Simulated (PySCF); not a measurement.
# BCl2F (dichlorofluoroborane): M06-2X/6-311+G(d,p)

What is the vertical ionisation energy of BCl2F (dichlorofluoroborane) at M06-2X/6-311+G**? 

The results are computed with PySCF 2.14.0.

### 1 Starting point

BCl2F: 4 atoms, total charge 0, spin state singlet. As SMILES, `FB(Cl)Cl`. The coordinates come from a PBE0-D4/def2-TZVP relaxation.

Bond lengths: F1–B2 1.310 Å, B2–Cl3 1.739 Å, B2–Cl4 1.739 Å. Angles: F1–B2–Cl3 119.3°, F1–B2–Cl4 119.3°, Cl3–B2–Cl4 121.5°.

### 2 A single-point energy at M06-2X/6-311+G(d,p)

job.py

```python
from pyscf import gto, dft

mol = gto.M(
    atom='''
F      0.216128    -2.202136    -1.476235
B      0.014948    -0.152331    -0.102121
Cl    -2.928206     0.706342     1.079827
Cl     2.697131     1.648106     0.498529
''',
    verbose=4,
    spin=0,
    unit='bohr',
    max_memory=1860,
    basis='6-311+g**',
)

mf = dft.RKS(mol, xc='m06-2x')
mf.conv_tol = 1e-10
mf.grids.level = 4
mf.kernel()
if not mf.converged:
    mf = mf.newton().run(mf.mo_coeff, mf.mo_occ)

energy = mf.e_tot
print('Final energy', energy)
```

The run is started by

```sh
OMP_NUM_THREADS=1 python job.py
```

The log of the run:

```text
PySCF version 2.14.0

[INPUT] num. atoms = 4
[INPUT] num. electrons = 48
[INPUT] charge = 0
[INPUT] spin (= nelec alpha-beta = 2S) = 0
[INPUT] symmetry False subgroup None
[INPUT] Mole.unit = bohr
[INPUT] Symbol           X                Y                Z      unit          X                Y                Z       unit  Magmom
[INPUT]  1 F      0.114370012242  -1.165320186547  -0.781189919962 AA    0.216128000000  -2.202136000000  -1.476235000000 Bohr   0.0
[INPUT]  2 B      0.007910140949  -0.080610093717  -0.054040105956 AA    0.014948000000  -0.152331000000  -0.102121000000 Bohr   0.0
[INPUT]  3 Cl    -1.549539884079   0.373780089516   0.571419840136 AA   -2.928206000000   0.706342000000   1.079827000000 Bohr   0.0
[INPUT]  4 Cl     1.427260260066   0.872140136381   0.263810185783 AA    2.697131000000   1.648106000000   0.498529000000 Bohr   0.0

nuclear repulsion = 181.669062115205
number of shells = 48
number of NR pGTOs = 174
number of NR cGTOs = 104
basis = 6-311+g**
ecp = {}

******** <class 'pyscf.dft.rks.RKS'> ********
method = RKS
initial guess = minao
damping factor = 0
level_shift factor = 0
DIIS = <class 'pyscf.scf.diis.CDIIS'>
diis_start_cycle = 1
diis_space = 8
diis_damp = 0
SCF conv_tol = 1e-10
SCF conv_tol_grad = None
SCF max_cycles = 50
direct_scf = True
direct_scf_tol = 1e-13
XC library pyscf.dft.libxc version 7.0.0
    S. Lehtola, C. Steigemann, M. J.T. Oliveira, and M. A.L. Marques.,  SoftwareX 7, 1–5 (2018)
XC functionals = m06-2x
    Y. Zhao and D. G. Truhlar.,  Theor. Chem. Acc. 120, 215 (2008)
    Y. Zhao and D. G. Truhlar.,  Theor. Chem. Acc. 120, 215 (2008)
radial grids:
    Treutler-Ahlrichs [JCP 102, 346 (1995); DOI:10.1063/1.469408] (M4) radial grids

becke partition: Becke, JCP 88, 2547 (1988); DOI:10.1063/1.454033
pruning grids: <function nwchem_prune>
grids dens level: 4
symmetrized grids: False
atomic radii adjust function: <function treutler_atomic_radii_adjust>
small_rho_cutoff = 0
Set gradient conv threshold to 1e-05
Initial guess from minao.
tot grids = 114320
init E= -1045.6811202733
  HOMO = -0.392082980333557  LUMO = -0.0200864937468639  gap/eV = 10.12254
cycle= 1 E= -1045.16806251512  delta_E= 0.513  |g|= 0.516  |ddm|= 1.97
  HOMO = -0.395933358180676  LUMO = -0.0559672838068998  gap/eV = 9.25095
cycle= 2 E= -1045.16076500922  delta_E= 0.0073  |g|= 0.608  |ddm|= 0.974
  HOMO = -0.397753833149964  LUMO = -0.0116948409448218  gap/eV = 10.50520
cycle= 3 E= -1045.22598951754  delta_E= -0.0652  |g|= 0.0346  |ddm|= 0.548
  HOMO = -0.400612820142742  LUMO = -0.00557861004640869  gap/eV = 10.74943
cycle= 4 E= -1045.22614388706  delta_E= -0.000154  |g|= 0.0227  |ddm|= 0.0495
  HOMO = -0.399496235195127  LUMO = -0.0073575704462317  gap/eV = 10.67064
cycle= 5 E= -1045.22624583729  delta_E= -0.000102  |g|= 0.003  |ddm|= 0.0252
  HOMO = -0.399457010257518  LUMO = -0.00705595968765824  gap/eV = 10.67778
cycle= 6 E= -1045.22624836557  delta_E= -2.53e-06  |g|= 0.000602  |ddm|= 0.00853
  HOMO = -0.399551826780402  LUMO = -0.00715223644365139  gap/eV = 10.67774
cycle= 7 E= -1045.22624846855  delta_E= -1.03e-07  |g|= 0.000135  |ddm|= 0.00124
  HOMO = -0.399527032481648  LUMO = -0.00713329397262141  gap/eV = 10.67758
cycle= 8 E= -1045.2262484732  delta_E= -4.65e-09  |g|= 2.14e-05  |ddm|= 0.000388
  HOMO = -0.39953213990306  LUMO = -0.00713596011860231  gap/eV = 10.67764
cycle= 9 E= -1045.22624847335  delta_E= -1.44e-10  |g|= 4.08e-06  |ddm|= 6.13e-05
  HOMO = -0.399531483442858  LUMO = -0.00713544988398634  gap/eV = 10.67764
cycle= 10 E= -1045.22624847335  delta_E= -3.64e-12  |g|= 8.33e-07  |ddm|= 8.03e-06
  HOMO = -0.39953159307108  LUMO = -0.00713550611193927  gap/eV = 10.67764
Extra cycle  E= -1045.22624847335  delta_E= -1.36e-12  |g|= 4.49e-07  |ddm|= 2.33e-06
converged SCF energy = -1045.22624847335
Final energy -1045.2262484733537
```

Run time: 21 s. Hardware: 1 thread of Arm Neoverse V1, shared host; peak memory 0.56 GiB.

### 3 The doublet cation

input.py

```python
from pyscf import gto, dft

mol = gto.Mole()
mol.atom = [
    ('F', (0.114370, -1.165320, -0.781190)),
    ('B', (0.007910, -0.080610, -0.054040)),
    ('Cl', (-1.549540, 0.373780, 0.571420)),
    ('Cl', (1.427260, 0.872140, 0.263810)),
]
mol.max_memory = 1860
mol.verbose = 3
mol.charge = 1
mol.basis = '6-311+g**'
mol.spin = 1
mol.build()

calc0 = dft.UKS(mol, xc='m06-2x')
calc0.conv_tol = 1e-10
calc0.grids.level = 4
calc0.kernel()
if not calc0.converged:
    calc0 = calc0.newton().run(calc0.mo_coeff, calc0.mo_occ)

e_final = calc0.e_tot
print('Final energy', e_final)
```

The run is started by

```sh
OMP_NUM_THREADS=1 python input.py
```

The log of the run:

```text
WARN: HOMO -0.392082988492921 >= LUMO -0.392082988492919

converged SCF energy = -1044.7751678442  <S^2> = 0.75703524  2S+1 = 2.0070229
Final energy -1044.7751678442007
```

Run time: 55 s. Hardware: 1 thread of Arm Neoverse V1, shared host; peak memory 0.56 GiB.

### 4 Summary of results

Level: M06-2X/6-311+G**.

```
                                          quantity           value
                       singlet BCl2F: total energy  -1045.22625 Eh
                      singlet BCl2F: dipole moment          0.26 D
                        singlet BCl2F: HOMO energy       -10.87 eV
                        singlet BCl2F: LUMO energy        -0.19 eV
                      singlet BCl2F: HOMO–LUMO gap        10.68 eV
                      doublet cation: total energy  -1044.77517 Eh
doublet cation: HOMO energy (highest over α and β)       -17.65 eV
 doublet cation: LUMO energy (lowest over α and β)       -13.78 eV
                              doublet cation: ⟨S²⟩           0.757
vertical ionisation energy (to the doublet cation)       12.275 eV
```

In words: Removing an electron at fixed nuclei costs 12.27 eV (283 kcal/mol). −ε(HOMO) before ionisation, 10.87 eV, is 1.40 eV below this ionisation energy. Mulliken charges (singlet BCl2F) run from -0.15 on B2 to +0.15 on F1; in a basis this large or diffuse they mean little.
